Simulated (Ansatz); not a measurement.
# Pd (Palladium): the cost of one run

Program: Ansatz 0.2.0 through its Python package. The levels of theory stand in the script. These are calculated values, not measurements.

### 1 The system

Symmetry: Fm-3m, No. 225, cubic system. Conventional cell: a = 3.893 Å, b = 3.893 Å, c = 3.893 Å, α = 90.00°, β = 90.00°, γ = 90.00°. Pd (site symmetry m-3m) has 12 Pd at 2.75 Å as nearest neighbours.

The script holds or builds the structure itself.

### 2 The code

pd_lattice.py

```python
"""How the lattice of Pd depends on the functional."""

import ansatz as az
import numpy as np

def edges_and_angles(cell):
    cell = np.asarray(cell)
    a, b, c = np.linalg.norm(cell, axis=1)
    cosines = cell[1] @ cell[2] / (b * c), cell[0] @ cell[2] / (a * c), cell[0] @ cell[1] / (a * b)
    return (a, b, c, *np.degrees(np.arccos(cosines)))


def main() -> None:
    material = (
        az.Lattice.of((0.0, 1.9465, 1.9465), (1.9465, 0.0, 1.9465), (1.9465, 1.9465, 0.0))
        .atom("Pd", (0.0, 0.0, 0.0))
    )

    model = (
        material.calculation()
        .basis(450, xc_grid=1)
        .accuracy("medium")
        .kpoints(mesh=(15, 15, 15), shift=0.5)
        .occupations("fermi_dirac", width=20 * az.meV)
        .eigensolver("davidson", full_accuracy=True)
        .relax(cell=True, force_tolerance=0.05)
    )

    levels = [("pbesol", "none"), ("r2scan", "rvv10"), ("pbe", "d4"), ("revpbe", "d3bj")]
    print("level            a       b       c    alpha   beta  gamma  V/atom  steps")
    for name, dispersion in levels:
        seen = []
        run = model.functional(name, dispersion=dispersion).session().plan()
        outcome = run.execute(on_event=lambda e: seen.append(e) if e["event"] == "relax_step" else None)
        cell = outcome.lattice.cell_ang
        label = name if dispersion == "none" else f"{name}+{dispersion}"
        print("{:13s} {:7.4f} {:7.4f} {:7.4f} {:6.2f} {:6.2f} {:6.2f}".format(label, *edges_and_angles(cell)), f"{abs(np.linalg.det(cell)) / len(outcome.lattice.sites):7.3f} {len(seen):5d}")


if __name__ == "__main__":
    main()
```

### 3 The calls as engine input

The package turns the script's settings into the engine's input (first run):

```yaml
crystal:
  lattice:
    - [0.0, 1.9465, 1.9465]
    - [1.9465, 0.0, 1.9465]
    - [1.9465, 1.9465, 0.0]
  atoms:
    - { symbol: Pd, position: [0.0, 0.0, 0.0] }
accuracy: medium
basis:
  ecutwfc: 450.0
  xc_grid: 1
kpoints:
  mp_grid:
    grid: [15, 15, 15]
    shift: [0.5, 0.5, 0.5]
hamiltonian:
  xc: pbesol
  dispersion: none
scf:
  occupations:
    method: fermi_dirac
    width: 0.02
  eigensolver:
    kind: davidson
    full_accuracy: true
relax:
  f_tol: 0.05
  cell: {}
```

### 4 Launch

The run is started by

```bash
> python pd_lattice.py
```

What time and memory should one allow on 1 thread of Arm Neoverse V2, shared host?

About 88 s, with a peak of 0.43 GiB.
